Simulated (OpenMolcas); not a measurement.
# Ta²⁺ among point charges: CASSCF and CASPT2 levels and susceptibility

How does a field of 4 point charges split the states of Ta²⁺, and what χT follows?

Method: state-averaged CASSCF and CASPT2, spin-orbit coupling by RASSI with atomic mean-field integrals. Code: OpenMolcas 26.06.

### 1 The system

| Property | Result |
| --- | --- |
| Species | Ta²⁺ (tantalum, Z = 73, 71 electrons) |
| Basis | ANO-RCC-VDZP [7s6p4d2f1g], 68 functions |
| Scalar Hamiltonian | DKH2, point nucleus |
| Inactive shells | 1s 2s 2p 3s 3p 3d 4s 4p 4d 4f 5s 5p |
| Active space | 3 electrons in 5 orbitals (5d) |
| Some configurations of this space | 5d³ |
| Orbitals | optimised for each spin and parity, averaged over all roots |

The outer shells:

5d3
```
5d [↑ ][↑ ][↑ ][  ][  ]
```

The ion sits among 4 point charges of -1 e arranged as a tetrahedron (Td), 2.01 Å from the ion.

Each step is its own input file, run in one work folder so that later steps find the files of earlier ones. Labels, J, g values, rates, χT and fits are worked out afterwards by a script from the matrices that RASSI stores.

### 2 GATEWAY and SEWARD: basis and integrals

Input file a.inp:

```
&GATEWAY
Coord
1

Ta 0.0 0.0 0.0
Basis=ANO-RCC-VDZP
Group=NoSym
NoMove
AngMom=0.0 0.0 0.0
AMFI
XField
4 Angstrom 0
1.160474 1.160474 1.160474 -1.000000
1.160474 -1.160474 -1.160474 -1.000000
-1.160474 1.160474 -1.160474 -1.000000
-1.160474 -1.160474 1.160474 -1.000000
&SEWARD
```

Run with:

```sh
OMP_NUM_THREADS=1 MOLCAS_MEM=1689 MOLCAS_PROJECT=a pymolcas a.inp > a.log
```

Log:

```text
Basis set label: TA.ANO-RCC...7S6P4D2F1G.

      Electronic valence basis set:
      ------------------
      Associated Effective Charge  73.000000 au
      Associated Actual Charge     73.000000 au
      Nuclear Model: Point charge

      Shell  nPrim  nBasis  Cartesian Spherical Contaminant
         s      24       7        X
         p      21       6        X
         d      15       4                 X
         f      11       2                 X
         g       4       1                 X
                  Relativistic Douglas-Kroll-Hess integrals:
                    - DKH order of Hamiltonian: 2
                    - DKH order of Properties : 0
                  Atomic mean-field integrals
```

### 3 Reference wave functions, quartets, 10 roots

Input file a.inp:

```
&RASSCF
FileOrb=start.orb
Symmetry=1
Spin=4
nActEl=3 0 0
Inactive=34
Ras2=5
CIRoot=10 10 1
SDav=10
CIMx=300
Iter=120 100
PrWF=0.3
OrbListing=Nothing
MaxOrb=0
>>> COPY $Project.JobIph JOB001
```

start.orb holds the contracted functions of the basis, ordered by shell, or the orbitals of the step before.

Log, cut to the lines that bear on the results:

```text
[...]
      Number of active orbitals                  5
[...]
      Spin quantum number                      1.5
[...]
      Active orbitals                            5
[...]
      Number of CSFs                            10
      Number of root(s) required                10
[...]
      Convergence after 11 iterations
[...]
      Natural orbitals and occupation numbers for root  1
      sym 1:   0.077729   1.000000   0.077729   0.922271   0.922271
      Natural orbitals and occupation numbers for root  2
      sym 1:   0.956235   0.043765   0.956235   0.043765   1.000000
      Natural orbitals and occupation numbers for root  3
      sym 1:   0.040026   0.959974   1.000000   0.040026   0.959974
::    RASSCF root number  1 Total energy: -15591.30973876
::    RASSCF root number  2 Total energy: -15591.30973876
::    RASSCF root number  3 Total energy: -15591.30973876
[...]
::    RASSCF root number  7 Total energy: -15591.28471021
::    RASSCF root number  8 Total energy: -15591.26223583
::    RASSCF root number  9 Total energy: -15591.26223583
::    RASSCF root number 10 Total energy: -15591.26223583
```

### 4 CASSCF: doublets, 40 roots

Input file a.inp:

```
&RASSCF
FileOrb=start.orb
Symmetry=1
Spin=2
nActEl=3 0 0
Inactive=34
Ras2=5
CIRoot=40 40 1
SDav=40
CIMx=300
Iter=120 100
PrWF=0.3
OrbListing=Nothing
MaxOrb=0
>>> COPY $Project.JobIph JOB002
```

Log, cut to the lines that bear on the results:

```text
[...]
      Number of active orbitals                  5
[...]
      Spin quantum number                      0.5
[...]
      Active orbitals                            5
[...]
      Number of CSFs                            40
      Number of root(s) required                40
[...]
      Convergence after 10 iterations
[...]
      Natural orbitals and occupation numbers for root  1
      sym 1:   0.083461   1.843084   0.983354   0.020240   0.069861
      Natural orbitals and occupation numbers for root  2
      sym 1:   0.032247   1.843084   0.983354   0.095468   0.045847
      Natural orbitals and occupation numbers for root  3
      sym 1:   0.169560   0.962544   0.946007   0.101203   0.820687
::    RASSCF root number  1 Total energy: -15591.27457758
::    RASSCF root number  2 Total energy: -15591.27457758
::    RASSCF root number  3 Total energy: -15591.26360832
[...]
::    RASSCF root number 27 Total energy: -15591.22096626
::    RASSCF root number 28 Total energy: -15591.22096626
::    RASSCF root number 29 Total energy: -15591.20900585
::    RASSCF root number 30 Total energy: -15591.20507571
```

### 5 RASSI: spin-orbit coupling between the states

Input file a.inp:

```
&RASSI
NrOfJobIphs=2 10 40
1 2 3 4 5 6 7 8 9 10
1 2 3 4 5 6 7 8 9 10 11 12 13 14 15 16 17 18 19 20 21 22 23 24 25 26 27
28 29 30 31 32 33 34 35 36 37 38 39 40
IphNames
JOB001
JOB002
EJob
SpinOrbit
DIPRint=1.0
SOCoupling=1000.0
Subsets=2
Property=9
'ANGMOM' 1 'ANGMOM' 2 'ANGMOM' 3 'MLTPL  1' 1 'MLTPL  1' 2 'MLTPL  1' 3
'AMFI' 1 'AMFI' 2 'AMFI' 3
SOProperty=3
'ANGMOM' 1 'ANGMOM' 2 'ANGMOM' 3
```

Log:

```text
SPIN-FREE ENERGIES:
  (Shifted by EMIN (a.u.) =     -15591.3097387594)

 SF State       Relative EMIN(au)   Rel lowest level(eV)    D:o, cm**(-1)      L_eff

     1             0.0000000000        0.0000000000              0.0000         2.7
     2             0.0000000000        0.0000000000              0.0000         2.7
     3             0.0000000000        0.0000000000              0.0000         2.7
     4             0.0121077231        0.3294679301           2657.3381         2.8
     5             0.0121077231        0.3294679301           2657.3381         2.8
     6             0.0121077231        0.3294679301           2657.3381         2.8
     7             0.0250285487        0.6810615064           5493.1315         2.9
    11             0.0351611800        0.9567844510           7716.9870         3.7
    12             0.0351611800        0.9567844510           7716.9870         3.7
    13             0.0461304350        1.2552730858          10124.4602         4.2
    14             0.0461304350        1.2552730858          10124.4602         4.2
    15             0.0461304350        1.2552730858          10124.4602         4.2
    10             0.0475029255        1.2926204540          10425.6871         1.0
     8             0.0475029255        1.2926204540          10425.6871         1.0
     9             0.0475029255        1.2926204540          10425.6871         1.0
    16             0.0499517687        1.3592568729          10963.1460         3.7
    17             0.0499517687        1.3592568729          10963.1460         3.7
    18             0.0499517687        1.3592568729          10963.1460         3.7
    19             0.0507487124        1.3809428148          11138.0549         3.7
    20             0.0619496701        1.6857364021          13596.3810         2.7
    21             0.0619496701        1.6857364021          13596.3810         2.7
    22             0.0619496701        1.6857364021          13596.3810         2.7
    23             0.0672233792        1.8292413351          14753.8264         3.8
    24             0.0672233792        1.8292413351          14753.8264         3.8
    25             0.0673110680        1.8316274695          14773.0718         4.2
    26             0.0673110680        1.8316274695          14773.0718         4.2
    27             0.0673110680        1.8316274695          14773.0718         4.2
    28             0.0719242523        1.9571586088          15785.5488         3.9
    29             0.0719242523        1.9571586088          15785.5488         3.9
    30             0.0719242523        1.9571586088          15785.5488         3.9
    31             0.0753655137        2.0508001039          16540.8183         4.2
    32             0.0753655137        2.0508001039          16540.8183         4.2
    33             0.0753655137        2.0508001039          16540.8183         4.2
    34             0.0843806892        2.2961155263          18519.4207         2.9
    35             0.0843806892        2.2961155263          18519.4207         2.9
    36             0.0843806892        2.2961155263          18519.4207         2.9
    37             0.0887725007        2.4156228054          19483.3119         3.3
    38             0.0887725007        2.4156228054          19483.3119         3.3
    39             0.1007329095        2.7410821088          22108.3182         2.7
    40             0.1046630466        2.8480265872          22970.8836         2.8
Eigenvalues of complex Hamiltonian:
   -----------------------------------
  (Shifted by EMIN (a.u.) =     -15591.3097387594)

 SO State       Relative EMIN(au)   Rel lowest level(eV)    D:o, cm**(-1)     J-value

     1            -0.0160487672        0.0000000000              0.0000         1.5
     2            -0.0160487672        0.0000000001              0.0000         1.1
     3            -0.0160487672        0.0000000000              0.0000         1.5
     4            -0.0160487672        0.0000000001              0.0000         1.1
     5            -0.0083112987        0.2105472441           1698.1780         1.9
     6            -0.0083112987        0.2105472441           1698.1780         1.9
     7            -0.0035604109        0.3398254862           2740.8774         2.0
     8            -0.0035604109        0.3398254861           2740.8774         2.2
     9            -0.0035604109        0.3398254861           2740.8774         2.2
    10            -0.0035604109        0.3398254862           2740.8774         2.0
    11             0.0036881015        0.5370675579           4331.7420         2.9
    12             0.0036881015        0.5370675579           4331.7420         2.9
    13             0.0064653769        0.6126410715           4941.2835         2.7
    14             0.0064653769        0.6126410715           4941.2835         2.7
    15             0.0064653769        0.6126410715           4941.2835         2.5
    16             0.0064653769        0.6126410715           4941.2835         2.5
    17             0.0086850174        0.6730405675           5428.4383         2.6
    18             0.0086850174        0.6730405675           5428.4383         2.6
    19             0.0132123039        0.7962343069           6422.0628         3.1
    20             0.0132123039        0.7962343069           6422.0628         3.1
    21             0.0154870975        0.8581345947           6921.3223         3.0
    22             0.0154870975        0.8581345947           6921.3223         3.5
    23             0.0154870975        0.8581345947           6921.3223         3.4
    24             0.0154870975        0.8581345947           6921.3223         3.1
    25             0.0260416962        1.1453398570           9237.7889         3.1
    26             0.0260416962        1.1453398570           9237.7889         3.3
    27             0.0260416962        1.1453398570           9237.7889         3.3
    28             0.0260416962        1.1453398570           9237.7889         3.1
    29             0.0304521438        1.2653542502          10205.7703         2.2
    30             0.0304521438        1.2653542502          10205.7703         2.3
    31             0.0304521438        1.2653542502          10205.7703         2.3
    32             0.0304521438        1.2653542502          10205.7703         2.2
    33             0.0358086376        1.4111118711          11381.3848         1.3
    34             0.0358086376        1.4111118711          11381.3848         1.3
    35             0.0376794666        1.4620197217          11791.9843         2.4
    36             0.0376794666        1.4620197217          11791.9843         2.4
    37             0.0376794666        1.4620197218          11791.9843         2.4
    38             0.0376794666        1.4620197218          11791.9843         2.4
    39             0.0422560251        1.5865542222          12796.4228         3.0
    40             0.0422560251        1.5865542222          12796.4228         3.0
    41             0.0438542664        1.6300445858          13147.1962         3.2
Weights of the five most important spin-orbit-free states for each spin-orbit state.

 SO State  Total energy (au)           Spin-free states, spin, and weights
 -------------------------------------------------------------------------------------------------------
    1        -0.016049       3 1.5  0.3576    1 1.5  0.2239    2 1.5  0.1319    4 1.5  0.0850    5 1.5  0.0789
    2        -0.016049       2 1.5  0.3261    1 1.5  0.2773    3 1.5  0.1100    6 1.5  0.0951    5 1.5  0.0655
    3        -0.016049       3 1.5  0.3908    2 1.5  0.2178    1 1.5  0.1047    5 1.5  0.0821    4 1.5  0.0783
    4        -0.016049       1 1.5  0.3452    2 1.5  0.2754    6 1.5  0.0957    3 1.5  0.0927    4 1.5  0.0641
    5        -0.008311       3 1.5  0.2997    2 1.5  0.2997    1 1.5  0.2997    5 1.5  0.0283    4 1.5  0.0283
    6        -0.008311       3 1.5  0.2997    2 1.5  0.2997    1 1.5  0.2997    5 1.5  0.0283    4 1.5  0.0283
    7        -0.003560       3 1.5  0.3199    1 1.5  0.1746    4 1.5  0.1538    2 1.5  0.1308    5 1.5  0.1272
    8        -0.003560       1 1.5  0.3092    2 1.5  0.2281    6 1.5  0.1758    3 1.5  0.0881    4 1.5  0.0841
    9        -0.003560       2 1.5  0.2815    1 1.5  0.2452    6 1.5  0.1764    3 1.5  0.0986    5 1.5  0.0823
   10        -0.003560       3 1.5  0.3271    2 1.5  0.1934    5 1.5  0.1549    4 1.5  0.1254    1 1.5  0.1048
   11         0.003688       2 1.5  0.2549    3 1.5  0.2549    1 1.5  0.2549    6 1.5  0.0594    4 1.5  0.0594
   12         0.003688       2 1.5  0.2549    3 1.5  0.2549    1 1.5  0.2549    6 1.5  0.0594    4 1.5  0.0594
```

These steps: 8.9 s of run time, 1 thread, shared host.

Spin-free states, with their symmetry labels:

```csv
state,degeneracy,E (cm-1),free-ion L (%)
4T1,3,0,F (98)
4T2,3,2657,F (100)
4A2,1,5493,F (100)
2E,2,7717,G (45)
2T1,3,10124,G (56)
4T1,3,10426,P (98)
2T2,3,10963,G (80)
2A1,1,11138,G (100)
2T1,3,13596,P (64)
2E,2,14754,H (57)
2T2,3,14773,H (67)
2T1,3,15786,H (56)
2T1,3,16541,H (68)
2T2,3,18519,D (68)
2E,2,19483,G (51)
2A2,1,22108,F (100)
2T1,3,22971,F (94)
2T2,3,23464,F (92)
2T2,3,36134,D (97)
2E,2,36382,D (99)
```

With spin-orbit coupling:

```json
{"E (cm-1)": "0.0", "Degeneracy": "4", "Label": "", "2S+1": "4", "g": ""}
{"E (cm-1)": "1698", "Degeneracy": "2", "Label": "Γ7", "2S+1": "4", "g": "1.93 1.93 1.93"}
{"E (cm-1)": "2741", "Degeneracy": "4", "Label": "", "2S+1": "4", "g": ""}
{"E (cm-1)": "4332", "Degeneracy": "2", "Label": "Γ6", "2S+1": "4", "g": "1.35 1.35 1.35"}
{"E (cm-1)": "4941", "Degeneracy": "4", "Label": "Γ8", "2S+1": "4", "g": ""}
{"E (cm-1)": "5428", "Degeneracy": "2", "Label": "Γ7", "2S+1": "4", "g": "3.77 3.77 3.77"}
{"E (cm-1)": "6422", "Degeneracy": "2", "Label": "Γ6", "2S+1": "4", "g": "0.45 0.45 0.45"}
{"E (cm-1)": "6921", "Degeneracy": "4", "Label": "", "2S+1": "4", "g": ""}
{"E (cm-1)": "9238", "Degeneracy": "4", "Label": "Γ8", "2S+1": "4", "g": ""}
{"E (cm-1)": "10206", "Degeneracy": "4", "Label": "Γ8", "2S+1": "2", "g": ""}
{"E (cm-1)": "11381", "Degeneracy": "2", "Label": "Γ6", "2S+1": "4", "g": "2.37 2.37 2.37"}
{"E (cm-1)": "11792", "Degeneracy": "4", "Label": "Γ8", "2S+1": "2", "g": ""}
{"E (cm-1)": "12796", "Degeneracy": "2", "Label": "Γ6", "2S+1": "2", "g": "0.38 0.38 0.38"}
{"E (cm-1)": "13147", "Degeneracy": "4", "Label": "", "2S+1": "2", "g": ""}
{"E (cm-1)": "13374", "Degeneracy": "2", "Label": "Γ7", "2S+1": "2", "g": "1.78 1.78 1.78"}
{"E (cm-1)": "14088", "Degeneracy": "2", "Label": "Γ6", "2S+1": "2", "g": "1.93 1.93 1.93"}
{"E (cm-1)": "14344", "Degeneracy": "4", "Label": "Γ8", "2S+1": "4", "g": ""}
{"E (cm-1)": "14375", "Degeneracy": "2", "Label": "Γ7", "2S+1": "4", "g": "2.10 2.10 2.10"}
{"E (cm-1)": "15795", "Degeneracy": "4", "Label": "", "2S+1": "2", "g": ""}
{"E (cm-1)": "17167", "Degeneracy": "4", "Label": "Γ8", "2S+1": "2", "g": ""}
{"E (cm-1)": "17411", "Degeneracy": "2", "Label": "Γ6", "2S+1": "2", "g": "0.45 0.45 0.45"}
{"E (cm-1)": "19089", "Degeneracy": "4", "Label": "", "2S+1": "2", "g": ""}
{"E (cm-1)": "19171", "Degeneracy": "2", "Label": "Γ7", "2S+1": "2", "g": "3.21 3.21 3.21"}
{"E (cm-1)": "19312", "Degeneracy": "4", "Label": "", "2S+1": "2", "g": ""}
```

Principal g values are given for doublets only; a zero marks a field direction without first-order Zeeman splitting.

Powder χT (cm³ K/mol): 0.11 at 2 K, 0.11 at 5 K, 0.11 at 10 K, 0.12 at 20 K, 0.12 at 50 K, 0.14 at 100 K, 0.15 at 150 K, 0.16 at 200 K, 0.18 at 250 K, 0.19 at 300 K.

A ligand-field fit to the states below 45000 cm-1 gives 10Dq = -3664 cm-1, B = 535 cm-1 and C = 2651 cm-1 (C/B = 4.96), with a deviation of 568 cm-1.

Orbitals of the lowest block (energies include the constant potential of the surroundings):

```csv
shell,space,energy (hartree),mean occupation,⟨r²⟩ (bohr²)
1s,inactive,-2485.4371,2.000,0.000446
2s,inactive,-432.0565,2.000,0.00729
2p,inactive,-379.9623,6.000,0.00601
3s,inactive,-100.8987,2.000,0.0477
3p,inactive,-85.0159,6.000,0.0483
3d,inactive,-65.7541,10.000,0.0404
4s,inactive,-21.3941,2.000,0.238
4p,inactive,-16.0599,6.000,0.270
4d,inactive,-8.9616,10.000,0.318
4f,inactive,-1.0677,14.000,0.494
5s,inactive,-2.7698,2.000,1.41
5p,inactive,-1.3542,6.000,1.90
5d,RAS2,,3.000,5.75
```

### 6 CASPT2: IPEA 0.25, imaginary shift 0.1 (closed shells correlated: 4f 5s 5p)

Input file a.inp:

```
>>> COPY JOB001 $Project.JobIph
&CASPT2
Multistate=10 1 2 3 4 5 6 7 8 9 10
NoMult
Frozen=23
IPEA=0.25
Imaginary=0.1
MaxIter=60
WThr=0.0 0.3 0.05
PrWF=0.5
NoMix
>>> COPY JOB002 $Project.JobIph
&CASPT2
Multistate=40 1 2 3 4 5 6 7 8 9 10 11 12 13 14 15 16 17 18 19 20 21 22
23 24 25 26 27 28 29 30 31 32 33 34 35 36 37 38 39 40
NoMult
Frozen=23
IPEA=0.25
Imaginary=0.1
MaxIter=60
WThr=0.0 0.3 0.05
PrWF=0.5
NoMix
```

Log, cut to the lines that bear on the results:

```text
[...]
      Active orbitals                            5
[...]
      E2 (Variational):          -0.8715733777
      Total energy:          -15592.1813121370
[...]
::    CASPT2 Root  1     Total energy: -15592.18131214
::    CASPT2 Root  2     Total energy: -15592.18098204
[...]
::    CASPT2 Root 27     Total energy: -15592.10559420
::    CASPT2 Root 28     Total energy: -15592.10556013
::    CASPT2 Root 29     Total energy: -15592.09411240
::    CASPT2 Root 30     Total energy: -15592.09111047
```

This run: 12 s of run time, 1 thread, shared host.

SS-CASPT2: lowest energy less the reference's lowest, -0.8713 hartree; reference weights 0.877 to 0.910.

Spin-free states, with their symmetry labels:

```csv
state,degeneracy,E (cm-1),free-ion L (%)
4T1,3,0,F (98)
4T2,3,2690,F (100)
4A2,1,5709,F (100)
2E,2,7510,G (45)
4T1,3,9275,P (98)
2T1,3,9380,G (56)
2T2,3,9670,G (80)
2A1,1,9907,G (100)
2T1,3,10136,P (64)
2E,2,13367,H (57)
2T1,3,13398,H (56)
2T2,3,13413,H (67)
2T1,3,15446,H (68)
2T2,3,15553,D (68)
2E,2,16570,G (51)
2A2,1,19087,F (100)
2T2,3,19242,F (92)
2T1,3,19760,F (94)
2T2,3,30305,D (97)
2E,2,30474,D (99)
```

With spin-orbit coupling:

| E (cm-1) | Degeneracy | Label | 2S+1 | g |
| --- | --- | --- | --- | --- |
| 0 | 4 |  | 4 |  |
| 1760 | 2 | Γ7 | 4 | 1.93 1.93 1.93 |
| 2810 | 4 |  | 4 |  |
| 4350 | 2 | Γ6 | 4 | 1.48 1.48 1.48 |
| 4980 | 4 | Γ8 | 4 |  |
| 5470 | 2 | Γ7 | 4 | 3.73 3.73 3.73 |
| 6430 | 2 | Γ6 | 4 | 0.31 0.31 0.31 |
| 6890 | 4 |  | 4 |  |
| 8800 | 4 | Γ8 | 2 |  |
| 9230 | 4 | Γ8 | 4 |  |
| 9790 | 2 | Γ6 | 4 | 2.17 2.17 2.17 |
| 11210 | 4 | Γ8 | 2 |  |
| 12050 | 2 | Γ6 | 2 | 0.59 0.59 0.59 |
| 12230 | 2 | Γ7 | 2 | 1.91 1.91 1.91 |
| 12290 | 4 |  | 2 |  |
| 12910 | 2 | Γ6 | 2 | 2.17 2.17 2.17 |
| 13230 | 2 | Γ7 | 4 | 2.17 2.17 2.17 |
| 13240 | 4 | Γ8 | 4 |  |
| 14510 | 4 |  | 2 |  |
| 14790 | 2 | Γ6 | 2 | 0.68 0.68 0.68 |
| 15580 | 4 | Γ8 | 2 |  |
| 17140 | 4 |  | 2 |  |
| 17240 | 2 | Γ6 | 2 | 2.42 2.42 2.42 |
| 17500 | 4 |  | 2 |  |

Powder χT (cm³ K/mol): 0.11 at 2 K, 0.11 at 5 K, 0.11 at 10 K, 0.11 at 20 K, 0.12 at 50 K, 0.13 at 100 K, 0.14 at 150 K, 0.16 at 200 K, 0.17 at 250 K, 0.18 at 300 K.

A ligand-field fit to the states below 45000 cm-1 gives 10Dq = -3211 cm-1, B = 423 cm-1 and C = 2268 cm-1 (C/B = 5.36), with a deviation of 489 cm-1.

### 7 The methods side by side

A. CASSCF
B. SS-CASPT2, IPEA 0.25, imaginary shift 0.1 (closed shells correlated: 4f 5s 5p)

```csv
method,ground state,first state of that spin (cm-1),first gap with spin-orbit (cm-1),χT at 300 K
A,4T1,4T2 2657,1698.2,0.19
B,4T1,4T2 2690,1757.2,0.18
```

### 8 Results

```
                                            quantity                                                                           value
                                              method  SS-CASPT2, IPEA 0.25, imaginary shift 0.1 (closed shells correlated: 4f 5s 5p)
                              spin-free ground state                                                 4T1, 3-fold in its orbital part
first state of the same spin within the active space                                                                4T2 at 2690 cm⁻¹
                                        lowest level                                                                          4-fold
                                          next level                                                                     1757.2 cm⁻¹
                                         χT at 300 K                                                                  0.18 cm³ K/mol
                           effective moment at 300 K                                                                         1.21 μB
```

Cost by method:

```csv
method,time of its own steps,time with the reference
A. CASSCF,8.9 s,8.9 s
"B. SS-CASPT2, IPEA 0.25, imaginary shift 0.1, +4f 5s 5p",12 s,21 s
```

Times are of one thread on a shared host.

In words: The spin-free ground state (4T1) comes to 98 % from free-ion F terms and keeps the highest spin of the shell. χT at 300 K is 0.18, against 1.88 cm³ K/mol for the spin alone, so spin-orbit coupling lowers it. A ligand-field fit to the states below 45000 cm-1 gives 10Dq = -3211 cm-1, B = 423 cm-1 and C = 2268 cm-1 (C/B = 5.36), with a deviation of 489 cm-1. CASPT2 does not keep the components of a term degenerate, and the means are used. The field of point charges can differ much from that of real complexes. Point charges carry no covalency, so the field is a model and not that of real ligands.
